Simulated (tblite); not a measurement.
# C11H18O10: the cost of one run

Programs: PySCF 2.14.0 with density-fitted response routines of our own, and tblite 0.8.0. All values are computed, except where a source is named. Atoms count from 0 throughout.

## Step 1: The molecule as given

39 atoms, charge 0, multiplicity 1; geometry from: MMFF94s geometry.

Bonds of the start (Å): C0–H21 1.09, C0–H22 1.11, C0–H23 1.08, C0–O1 1.43, C11–O12 1.22, C11–O13 1.35, C14–C15 1.53, C14–H32 1.10, C14–H33 1.09, C15–H34 1.10, C15–H35 1.09, C15–O16 1.43, C17–O18 1.23, C17–O19 1.35, C20–H36 1.08, C20–H37 1.10, C20–H38 1.10, C2–C3 1.54, C2–H24 1.09, C2–H25 1.11, C3–H26 1.09, C3–H27 1.09, C3–O4 1.42, C5–O6 1.22 and more.

## Step 2: GFN2-xTB relaxation, conformer 1

Job settings and geometry (Å):

```
{"job": {"xc": "GFN2-xTB", "basis": "xTB", "kind": "relax"}, "charge": 0, "multiplicity": 1}
C      6.027600    -1.074500     2.169800
O      5.556100    -2.035600     1.225300
C      4.410100    -1.616500     0.525300
C      4.758800    -0.719200    -0.679200
O      3.587700    -0.348800    -1.397900
C      2.893000     0.696000    -0.887700
O      3.185000     1.311700     0.128900
O      1.835400     0.942100    -1.677100
C      0.983700     2.016300    -1.263900
C      0.034600     1.583900    -0.135300
O     -0.811200     0.500900    -0.559800
C     -1.892800     0.860500    -1.289200
O     -2.167600     1.998600    -1.646000
O     -2.607700    -0.252200    -1.563800
C     -3.815500    -0.025400    -2.315800
C     -4.946900     0.512600    -1.435300
O     -5.357200    -0.479800    -0.492400
C     -4.767600    -0.427400     0.723100
O     -3.950100     0.413400     1.093100
O     -5.237700    -1.445000     1.479300
C     -4.690900    -1.500300     2.789300
H      6.319100    -0.147000     1.667700
H      5.250000    -0.852000     2.926200
H      6.884100    -1.489200     2.686900
H      3.897700    -2.507700     0.153700
H      3.677200    -1.128200     1.202900
H      5.412200    -1.279200    -1.353800
H      5.333900     0.158900    -0.368500
H      0.411400     2.317300    -2.153000
H      1.583900     2.884700    -0.955300
H      0.614200     1.212800     0.717000
H     -0.567600     2.430600     0.218400
H     -4.099200    -1.009500    -2.726400
H     -3.606800     0.627600    -3.158900
H     -5.812000     0.724900    -2.081600
H     -4.671800     1.451600    -0.951000
H     -4.936700    -0.601800     3.344100
H     -3.601200    -1.644700     2.735500
H     -5.124000    -2.372200     3.301800
```

The run is started by

```console
> OMP_NUM_THREADS=1 python ens_run.py task.json out
```

One launch serves the whole session.

**Question.** How long does this first job take on 1 thread of Arm Neoverse V1, shared host?

About 4.4 s.
